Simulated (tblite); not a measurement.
# C2H7BO2Si: the cost of one run

The runs use tblite 0.8.0 and PySCF 2.14.0, with density-fitted response routines of our own; the level of theory stands in each step. All values are computed, except where a source is named. Atoms are numbered from 0 throughout.

### Step 1. The starting structure

13 atoms, charge 0, multiplicity 1; geometry from: force field or distance geometry start.

Bonds of the start (Å): O0–B1 1.49, B1–O2 1.43, O2–C3 1.34, C3–C4 1.48, C4–Si5 1.88, Si5–B1 1.96, O0–H6 0.99, C3–H7 1.11, C3–H8 1.14, C4–H9 1.10, C4–H10 1.11, Si5–H11 1.45, Si5–H12 1.44.

### Step 2. Geometry optimisation with GFN2-xTB

The job: settings as JSON, then the geometry in Å.

```
{"job": {"kind": "relax", "xc": "GFN2-xTB", "basis": "xTB"}, "charge": 0, "multiplicity": 1}
O      2.501300    -0.140000     0.133800
B      1.332300     0.134800    -0.746800
O      0.444200    -0.921000    -1.127100
C     -0.584800    -1.116400    -0.299100
C     -1.059800     0.061700     0.466900
Si    -0.002200     1.464700    -0.206100
H      2.221400    -0.723700     0.880100
H     -1.457400    -1.460500    -0.894700
H     -0.379300    -1.993900     0.391000
H     -2.129600     0.297300     0.378300
H     -0.722100    -0.069100     1.518200
H      0.475000     2.363900     0.820700
H     -0.643300     2.102700    -1.333000
```

Launch:

```
$ OMP_NUM_THREADS=1 python probes_run.py task.json out
```

The driver reads the jobs from task.json and runs them one after another.

Q: Estimate the wall time and peak memory of this first job on 1 thread of Intel Xeon at 2.50GHz, shared host.

About 1.2 s, with a peak of 0.18 GiB.
